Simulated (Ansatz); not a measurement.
# AlBrH2S2: the cost of one run

Method: UKS B3LYP/def2-SVP, in Ansatz 0.2.0.

### 1 The system as given

Bond lengths: S1–Al2 2.223 Å, Al2–S3 2.253 Å, Al2–Br4 2.366 Å, S1–H5 1.455 Å, S3–H6 1.441 Å. Angles: S1–Al2–S3 120.0°, S1–Al2–Br4 119.6°, S3–Al2–Br4 120.3°, Al2–S1–H5 92.5°, Al2–S3–H6 91.6°.

Coordinates:

```xyz
6

S    -0.0077    1.7224   -1.1278
Al   -0.0054   -0.3069   -0.2212
S    -0.0165   -0.5411    2.0200
Br    0.1106   -2.2114   -1.6210
H    -1.4613    1.7707   -1.1687
H     1.4224   -0.4978    2.0727
```

### 2 Relaxing end A

The input, input.yaml:

```yaml
crystal:
  periodic: [false, false, false]
  atoms:
    - { symbol: S, position_ang: [-0.0077, 1.7224, -1.1278] }
    - { symbol: Al, position_ang: [-0.0054, -0.3069, -0.2212] }
    - { symbol: S, position_ang: [-0.0165, -0.5411, 2.02] }
    - { symbol: Br, position_ang: [0.1106, -2.2114, -1.621] }
    - { symbol: H, position_ang: [-1.4613, 1.7707, -1.1687] }
    - { symbol: H, position_ang: [1.4224, -0.4978, 2.0727] }
magnetization:
  spin_polarized: true
basis:
  gaussian: { orbitals: def2-SVP }
hamiltonian:
  xc: b3lyp
relax:
  f_tol: 0.02
  max_steps: 50
```

Launch:

```
ansatz run input.yaml --threads 2 --pin off --max-ram 3072MiB --backend cpu --events-out ev --progress --plain --runs-dir out
```

**Question.** How long does this run take on 2 threads of Arm Neoverse V2, shared host, and how much memory does it need?

About 58 s, with a peak of 0.32 GiB.
